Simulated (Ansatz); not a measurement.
# Rb2TiSi3O9: a single-point run

The task is a single point on Rb2TiSi3O9 that gives the gradients at the nuclei.

Computed with Ansatz 0.2.0 (DFT, PBE, plane-wave PAW, default files, scalar-relativistic, unless a step's input says otherwise).

**1. The system as given**

It takes space group P6_3/m (No. 176, hexagonal). Conventional cell: a = 7.002 Å, b = 7.002 Å, c = 10.104 Å, α = 90.00°, β = 90.00°, γ = 120.00°. Around Rb (site symmetry 3) lie 9 O at 3.01 to 3.19 Å. Around Ti (site symmetry -3) lie 6 O at 1.98 Å. Si (site symmetry m) is surrounded by 4 O at 1.62 to 1.68 Å. O (site symmetry 1) is surrounded by 1 Si at 1.62 Å and 1 Ti at 1.98 Å. Around O (site symmetry m) lie 2 Si at 1.66 to 1.68 Å.

Coordinates:

```cif
data_structure
_symmetry_space_group_name_H-M 'P 1'
_symmetry_Int_Tables_number 1
_cell_length_a 7.0022
_cell_length_b 7.0022
_cell_length_c 10.1043
_cell_angle_alpha 90.000
_cell_angle_beta 90.000
_cell_angle_gamma 120.000
_cell_volume 429.06
loop_
_atom_site_label
_atom_site_type_symbol
_atom_site_fract_x
_atom_site_fract_y
_atom_site_fract_z
_atom_site_occupancy
Rb1 Rb 0.66667 0.33333 0.94000 1
Rb2 Rb 0.33333 0.66667 0.44000 1
Rb3 Rb 0.33333 0.66667 0.06001 1
Rb4 Rb 0.66667 0.33333 0.56000 1
Ti1 Ti 0.00000 0.00000 0.00000 1
Ti2 Ti 0.00000 0.00000 0.50000 1
Si1 Si 0.76163 0.14054 0.25000 1
Si2 Si 0.62110 0.76163 0.75000 1
Si3 Si 0.14054 0.37890 0.75000 1
Si4 Si 0.85946 0.62110 0.25000 1
Si5 Si 0.37890 0.23836 0.25000 1
Si6 Si 0.23836 0.85946 0.75000 1
O1 O 0.20765 0.96013 0.88703 1
O2 O 0.24751 0.20765 0.38703 1
O3 O 0.96013 0.75249 0.38703 1
O4 O 0.03987 0.24751 0.88703 1
O5 O 0.75249 0.79235 0.88703 1
O6 O 0.79235 0.03987 0.38703 1
O7 O 0.79235 0.03987 0.11297 1
O8 O 0.75249 0.79235 0.61297 1
O9 O 0.03987 0.24751 0.61297 1
O10 O 0.96013 0.75249 0.11297 1
O11 O 0.24751 0.20765 0.11297 1
O12 O 0.20765 0.96013 0.61297 1
O13 O 0.08445 0.58562 0.75000 1
O14 O 0.49883 0.08445 0.25000 1
O15 O 0.58562 0.50117 0.25000 1
O16 O 0.41438 0.49883 0.75000 1
O17 O 0.50117 0.91555 0.75000 1
O18 O 0.91555 0.41438 0.25000 1
```

**2. The calculation**

input.yaml

```yaml
crystal:
  lattice:
    - [7.0022481508, 0.0, 0.0]
    - [-3.5011240754, 6.0641247822, 0.0]
    - [0.0, 0.0, 10.104344]
  atoms:
    - { symbol: Rb, position: [0.6666666667, 0.3333333333, 0.939995] }
    - { symbol: Rb, position: [0.3333333333, 0.6666666667, 0.439995] }
    - { symbol: Rb, position: [0.3333333333, 0.6666666667, 0.060005] }
    - { symbol: Rb, position: [0.6666666667, 0.3333333333, 0.560005] }
    - { symbol: Ti, position: [0.0, 0.0, 0.0] }
    - { symbol: Ti, position: [0.0, 0.0, 0.5] }
    - { symbol: Si, position: [0.761635, 0.140537, 0.25] }
    - { symbol: Si, position: [0.621098, 0.761635, 0.75] }
    - { symbol: Si, position: [0.140537, 0.378902, 0.75] }
    - { symbol: Si, position: [0.859463, 0.621098, 0.25] }
    - { symbol: Si, position: [0.378902, 0.238365, 0.25] }
    - { symbol: Si, position: [0.238365, 0.859463, 0.75] }
    - { symbol: O, position: [0.207647, 0.960133, 0.887032] }
    - { symbol: O, position: [0.247514, 0.207647, 0.387032] }
    - { symbol: O, position: [0.960133, 0.752486, 0.387032] }
    - { symbol: O, position: [0.039867, 0.247514, 0.887032] }
    - { symbol: O, position: [0.752486, 0.792353, 0.887032] }
    - { symbol: O, position: [0.792353, 0.039867, 0.387032] }
    - { symbol: O, position: [0.792353, 0.039867, 0.112968] }
    - { symbol: O, position: [0.752486, 0.792353, 0.612968] }
    - { symbol: O, position: [0.039867, 0.247514, 0.612968] }
    - { symbol: O, position: [0.960133, 0.752486, 0.112968] }
    - { symbol: O, position: [0.247514, 0.207647, 0.112968] }
    - { symbol: O, position: [0.207647, 0.960133, 0.612968] }
    - { symbol: O, position: [0.084452, 0.585624, 0.75] }
    - { symbol: O, position: [0.498828, 0.084452, 0.25] }
    - { symbol: O, position: [0.585624, 0.501172, 0.25] }
    - { symbol: O, position: [0.414376, 0.498828, 0.75] }
    - { symbol: O, position: [0.501172, 0.915548, 0.75] }
    - { symbol: O, position: [0.915548, 0.414376, 0.25] }
kpoints:
  mp_grid: { grid: [4, 4, 3] }
scf:
  occupations: { method: fermi_dirac, width: 0.02 }
  max_iter: 80
hamiltonian:
  xc: pbe
  pseudopotentials: { kind: paw }
output:
  forces: true
  stress: true
  populations: true
  efg:
    quadrupole_moments_barn: { Rb: 0.1335, Ti: 0.247, O: -0.02558 }
    contact_densities: true
basis:
  ecutrho_ratio: 1
```

On the command line:

```console
> ansatz run input.yaml --threads 1 --pin off --max-ram 2560MiB --backend cpu --events-out ev --progress --plain --runs-dir out
```

Q: Will this input give a usable result? If not, why, and what should change?

The program finished normally, with warnings (cutoff below recommended, gradients without spin orbit). Its log warns: «basis.ecutrho_ratio = 1 (ecutrho = 420 eV) is below the records' recommended 1680 eV»

In the input, basis.ecutrho_ratio is 1. The density cutoff must be at least four times the energy cutoff of the waves.

Run again and compare: delete basis.ecutrho_ratio (the default then holds).
